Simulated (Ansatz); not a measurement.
# CH7BN2O: one species, many methods

How much do the methods differ for CH7BN2O? The plan is to run it at one geometry with functionals of several rungs and with coupled cluster, and see how far each lands from CCSD(T) at the basis-set limit for the atomisation energy.

Method: functionals in def2-TZVPP, the program's frozen cores in correlated methods; program: Ansatz 0.2.0, Gaussian basis.

Plan: PBE-D4, r2SCAN-D4, PBE0-D4, B3LYP-D4, ωB97X-V, ωB97M-V, B2PLYP; CCSD(T)/def2-TZVPP; MP2/def2-QZVPP; extrapolation to the limit.

## (1) Structure used throughout

The geometry comes from an earlier relaxation with PBE0-D4 in a triple-zeta def2 set; it is a stationary point, not always the lowest conformer.

SMILES `NB(N)CO`, 12 atoms, charge 0, spin multiplicity 1.

Atoms are counted from 1 here; the program's logs count them from 0.

Bond lengths: N1–B2 1.410 Å, N1–H6 1.004 Å, N1–H7 1.005 Å, B2–N3 1.413 Å, B2–C4 1.591 Å, N3–H8 1.004 Å, N3–H9 1.003 Å, C4–O5 1.428 Å, C4–H10 1.096 Å, C4–H11 1.101 Å, O5–H12 0.960 Å. Angles: B2–N1–H6 125.1°, B2–N1–H7 119.8°, H6–N1–H7 114.4°, N1–B2–N3 122.8°, N1–B2–C4 117.5°, N3–B2–C4 119.8°, B2–N3–H8 124.2°, B2–N3–H9 122.3°, H8–N3–H9 113.4°, B2–C4–O5 114.2°, B2–C4–H10 109.1°, B2–C4–H11 111.6°, O5–C4–H10 105.4°, O5–C4–H11 110.5°, H10–C4–H11 105.4°, C4–O5–H12 107.5°.

## (2) PBE-D4 (GGA)

in.yaml reads:

```yaml
crystal:
  periodic: [false, false, false]
  atoms:
    - {symbol: N, position_ang: [-0.890637, 0.942692, 0.761107]}
    - {symbol: B, position_ang: [-0.018301, -0.105907, 0.405070]}
    - {symbol: N, position_ang: [0.257733, -1.194976, 1.261939]}
    - {symbol: C, position_ang: [0.665673, -0.036893, -1.029525]}
    - {symbol: O, position_ang: [0.053366, 0.889486, -1.926905]}
    - {symbol: H, position_ang: [-1.352646, 1.033491, 1.647722]}
    - {symbol: H, position_ang: [-0.972449, 1.747974, 0.165443]}
    - {symbol: H, position_ang: [-0.082837, -1.273406, 2.203361]}
    - {symbol: H, position_ang: [0.844919, -1.960065, 0.985229]}
    - {symbol: H, position_ang: [1.699918, 0.307184, -0.916781]}
    - {symbol: H, position_ang: [0.737052, -1.032696, -1.493674]}
    - {symbol: H, position_ang: [-0.864790, 0.627912, -2.028987]}
basis:
  gaussian: {orbitals: def2-TZVPP}
hamiltonian: {xc: pbe, dispersion: d4}
output: {forces: true, orbitals: {seedname: orbitals}}
```

Run with:

```console
ansatz run in.yaml --threads 4 --pin off --events-out ev --progress --plain --max-ram 10444MiB
```

The runs that follow: r2SCAN-D4 (meta-GGA); PBE0-D4 (hybrid); B3LYP-D4 (hybrid); ωB97X-V (range-separated); ωB97M-V (range-separated); B2PLYP (double hybrid); CCSD(T) in def2-TZVPP; MP2 in def2-QZVPP.

Q: Predict the results of all the runs planned. Wanted: atomisation energy, CCSD(T)/CBS; farthest; mean size of error, hybrid; mean size of error, range-separated; gap, smallest and largest; T1 diagnostic; triples share of the correlation energy.

As calculated:

```
                               quantity                                 value
        atomisation energy, CCSD(T)/CBS                             47.861 eV
    functionals within 0.239 eV (0.5 %)           r2SCAN-D4, PBE0-D4, ωB97X-V
                               farthest                    PBE-D4 (+1.321 eV)
             mean size of error, hybrid                              0.271 eV
    mean size of error, range-separated                              0.293 eV
              gap, smallest and largest  5.54 eV (PBE-D4), 11.98 eV (ωB97X-V)
                          T1 diagnostic                                0.0107
triples share of the correlation energy                                 3.6 %
```

**Reading.** PBE-D4 misses by +1.321 eV. Double hybrids carry the basis error of their MP2 part in triple zeta, and no dispersion term here, so their miss is partly the set-up's. Misses under about 0.239 eV are within the doubt on the reference itself, which lacks core-valence correlation, relativity and higher excitations. Hartree-Fock recovers 70 % of the binding; the rest is correlation. Orbital gaps span 5.5 to 12.0 eV; exact exchange widens them.
